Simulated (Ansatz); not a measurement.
# Si₄H₁₀O₃ + HF: a complex and its separated parts

Aim: how far the complex at one end of a reaction step lies below its separated, relaxed parts, level by level.

Computed with Ansatz 0.2.0, Gaussian basis. Level: PBE0-D4/def2-TZVP structures, single points in def2-TZVPP, no counterpoise correction.

Levels: SPW92, PBE-D4, BLYP-D4, r2SCAN-D4, B97M-V, PBE0-D4, B3LYP-D4, r2SCAN0-D4, BHLYP-D4, CAM-B3LYP-D4, wB97X-V, wB97M-V, B2PLYP, PBE-QIDH, RPA on PBE, Hartree-Fock, MP2, CCSD, CCSD(T).

Correlated methods freeze the cores. B3LYP uses VWN-RPA correlation. B2PLYP carries no dispersion term here.

93 further runs of the same task are left out: 93 set aside as unsound or not needed. Runs told in other sessions of the task aren't counted.

## (1) Starting geometry

The complex: 19 atoms, charge 0, spin multiplicity 1.

Atoms are counted from 1 here; the program's logs count them from 0.

Bond lengths: Si1–O2 1.651 Å, Si1–O4 1.606 Å, Si1–O6 1.618 Å, Si1–H8 1.468 Å, O2–Si3 1.663 Å, Si3–H11 1.482 Å, Si3–H12 1.483 Å, Si3–H13 1.480 Å, O4–Si5 1.646 Å, Si5–H14 1.481 Å, Si5–H15 1.484 Å, Si5–H16 1.481 Å, O6–Si7 1.645 Å, Si7–H17 1.485 Å, Si7–H18 1.484 Å, Si7–H19 1.482 Å, H9–F10 0.940 Å. Angles: O2–Si1–O4 109.2°, O2–Si1–O6 107.3°, O2–Si1–H8 108.5°, O4–Si1–O6 110.5°, O4–Si1–H8 111.2°, O6–Si1–H8 110.1°, Si1–O2–Si3 132.8°, O2–Si3–H11 109.7°, O2–Si3–H12 109.8°, O2–Si3–H13 106.4°, H11–Si3–H12 109.8°, H11–Si3–H13 110.6°, H12–Si3–H13 110.5°, Si1–O4–Si5 153.7°, O4–Si5–H14 109.8°, O4–Si5–H15 106.6°, O4–Si5–H16 110.1°, H14–Si5–H15 109.6° and more.

Coordinates:

| atom | x (Å) | y (Å) | z (Å) |
| --- | --- | --- | --- |
| Si1 | -0.5101 | -0.8387 | 0.2476 |
| O2 | -1.3658 | 0.5395 | -0.0573 |
| Si3 | -1.7890 | 1.3184 | -1.4637 |
| O4 | 0.7045 | -0.4975 | 1.2418 |
| Si5 | 1.4086 | 0.3160 | 2.4878 |
| O6 | 0.0540 | -1.3775 | -1.1703 |
| Si7 | 1.4392 | -1.6517 | -2.0145 |
| H8 | -1.4185 | -1.8290 | 0.8393 |
| H9 | -1.6147 | 1.3245 | 1.4284 |
| F10 | -1.6028 | 1.6285 | 2.3173 |
| H11 | -2.6560 | 0.4369 | -2.2814 |
| H12 | -0.5686 | 1.6733 | -2.2278 |
| H13 | -2.5203 | 2.5404 | -1.0606 |
| H14 | 1.4327 | 1.7671 | 2.1905 |
| H15 | 2.7991 | -0.1924 | 2.5936 |
| H16 | 0.6808 | 0.0460 | 3.7486 |
| H17 | 2.2356 | -0.4017 | -2.1014 |
| H18 | 2.2406 | -2.7055 | -1.3446 |
| H19 | 1.0508 | -2.0963 | -3.3734 |

Its parts: Si₄H₁₀O₃ holds atoms 1, 2, 3, 4, 5, 6, 7, 8, 11, 12, 13, 14, 15, 16, 17, 18, 19; HF holds atoms 9, 10. Each part counts its atoms afresh in its own runs.

## (2) Relaxing Si₄H₁₀O₃ alone

relax-a/in.yaml reads:

```yaml
crystal:
  periodic: [false, false, false]
  atoms:
    - {symbol: Si, position_ang: [-0.510084, -0.838666, 0.247588]}
    - {symbol: O, position_ang: [-1.365779, 0.539457, -0.057253]}
    - {symbol: Si, position_ang: [-1.789034, 1.318398, -1.463681]}
    - {symbol: O, position_ang: [0.704513, -0.497501, 1.241832]}
    - {symbol: Si, position_ang: [1.408636, 0.315991, 2.487756]}
    - {symbol: O, position_ang: [0.054026, -1.377501, -1.170337]}
    - {symbol: Si, position_ang: [1.439175, -1.651672, -2.014472]}
    - {symbol: H, position_ang: [-1.418474, -1.829015, 0.839334]}
    - {symbol: H, position_ang: [-2.655986, 0.436874, -2.281381]}
    - {symbol: H, position_ang: [-0.568637, 1.673265, -2.227836]}
    - {symbol: H, position_ang: [-2.520346, 2.540350, -1.060624]}
    - {symbol: H, position_ang: [1.432699, 1.767060, 2.190506]}
    - {symbol: H, position_ang: [2.799063, -0.192431, 2.593638]}
    - {symbol: H, position_ang: [0.680814, 0.045969, 3.748641]}
    - {symbol: H, position_ang: [2.235640, -0.401693, -2.101356]}
    - {symbol: H, position_ang: [2.240622, -2.705492, -1.344646]}
    - {symbol: H, position_ang: [1.050832, -2.096278, -3.373387]}
basis:
  gaussian: {orbitals: def2-TZVP}
hamiltonian: {xc: pbe0, dispersion: d4}
relax: {f_tol: 0.005, max_steps: 200}
```

Run with:

```
> ansatz run in.yaml --threads 4 --pin off --events-out ev --progress --plain --max-ram 66560MiB --backend cuda --devices 0, --max-vram 37GiB
```

The runs that follow: Relaxing HF alone; SPW92/def2-TZVPP; PBE-D4/def2-TZVPP; BLYP-D4/def2-TZVPP; r2SCAN-D4/def2-TZVPP; B97M-V/def2-TZVPP; PBE0-D4/def2-TZVPP; B3LYP-D4/def2-TZVPP; r2SCAN0-D4/def2-TZVPP; BHLYP-D4/def2-TZVPP; CAM-B3LYP-D4/def2-TZVPP; wB97X-V/def2-TZVPP; wB97M-V/def2-TZVPP; B2PLYP/def2-TZVPP; PBE-QIDH/def2-TZVPP; RPA on PBE/def2-TZVPP; CCSD(T)/def2-TZVPP; Vibrations of Si₄H₁₀O₃; Vibrations of HF.

What does the calculation give? Wanted: complex less parts, CCSD(T)/def2-TZVPP; with zero-point energy; largest T1 diagnostic.

As calculated:

| quantity | value |
| --- | --- |
| complex less parts, CCSD(T)/def2-TZVPP | -29.2 kJ/mol |
| with zero-point energy | -21.2 kJ/mol |
| largest T1 diagnostic | 0.012 |

In words: At CCSD(T) the complex lies 29.2 kJ/mol below its parts. B2PLYP is the best functional here (+0.4 kJ/mol from CCSD(T)); SPW92 is the worst (-21.3 kJ/mol). By rung, the mean size of the error is: LDA 21.3, GGA 5.2, meta-GGA 2.7, hybrid 2.3, range-separated hybrid 3.8, double hybrid 0.6 kJ/mol. The double hybrids carry no dispersion term here, unlike the levels marked D4 or V. PBE-D4 gives a relative energy 5.7 kJ/mol too low, outside chemical accuracy (1 kcal/mol, 4.2 kJ/mol). The complex's frequency run has imaginary modes: the structure is no minimum, so both the energy and the zero-point correction are in doubt. No counterpoise was applied, and triple zeta lacks some correlation, so the CCSD(T) reference has a basis error of its own, and close matches with it are partly luck.
